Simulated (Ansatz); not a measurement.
# Cd3N2: the cost of one run

Program: Ansatz 0.2.0. Level of theory: DFT PBE, scalar-relativistic, plane waves, PAW, unless a step names another level. These are calculated values, not measurements.

9 further runs of the same task are left out: 7 that didn't finish, 2 set aside as unsound or not needed.

## 1. The system as given

The structure is hexagonal, space group P6/mmm (No. 191). The conventional cell has a = 6.459 Å, b = 6.459 Å, c = 4.008 Å, α = 90.00°, β = 90.00°, γ = 120.00°. Cd (site symmetry mmm) has 4 Cd at 3.23 Å and 4 N at 3.54 Å as nearest neighbours. Around N (site symmetry 6mm) lie 1 N at 1.11 Å.

Structure file:

```cif
data_structure
_symmetry_space_group_name_H-M 'P 1'
_symmetry_Int_Tables_number 1
_cell_length_a 6.4587
_cell_length_b 6.4587
_cell_length_c 4.0075
_cell_angle_alpha 90.000
_cell_angle_beta 90.000
_cell_angle_gamma 120.000
_cell_volume 144.78
loop_
_atom_site_label
_atom_site_type_symbol
_atom_site_fract_x
_atom_site_fract_y
_atom_site_fract_z
_atom_site_occupancy
Cd1 Cd 0.50000 0.00000 0.00000 1
Cd2 Cd 0.00000 0.50000 0.00000 1
Cd3 Cd 0.50000 0.50000 0.00000 1
N1 N 0.00000 0.00000 0.63846 1
N2 N 0.00000 0.00000 0.36154 1
```

It came out lowest among 21 distinct ends of the trial cells. At a tolerance of 0.05 Å it has space group P6/mmm (No. 191).

## 2. A stricter relaxation, on the response runs' mesh and smearing

Contents of input.yaml:

```yaml
crystal:
  lattice:
    - [6.4586567697, 0.0, 0.0]
    - [-3.2293283849, 5.5933608369, 0.0]
    - [0.0, 0.0, 4.0075473452]
  atoms:
    - { symbol: Cd, position: [0.5, 0.0, 0.0] }
    - { symbol: Cd, position: [0.0, 0.5, 0.0] }
    - { symbol: Cd, position: [0.5, 0.5, 0.0] }
    - { symbol: "N", position: [0.0, 0.0, 0.6384637091] }
    - { symbol: "N", position: [0.0, 0.0, 0.3615362909] }
basis:
  ecutwfc: 420
kpoints:
  mp_grid: { grid: [6, 6, 8] }
hamiltonian:
  xc: pbe
scf:
  occupations: { method: gaussian, width: 0.1 }
output:
  forces: true
  stress: true
  eigenvalues: true
relax:
  adjacent_minimum: "off"
  f_tol: 0.001
  max_steps: 60
  cell: { stress_tol: 0.01 }
```

Launch:

```
$ ansatz run input.yaml --threads 3 --pin off --max-ram 7680MiB --backend cpu --events-out ev --progress --plain --runs-dir out
```

**Question.** How long does this run take on 3 threads of Intel Xeon Platinum 8375C at 2.90GHz (Ice Lake), shared host, and how much memory does it need?

About 30 s, with a peak of 0.6 GiB.
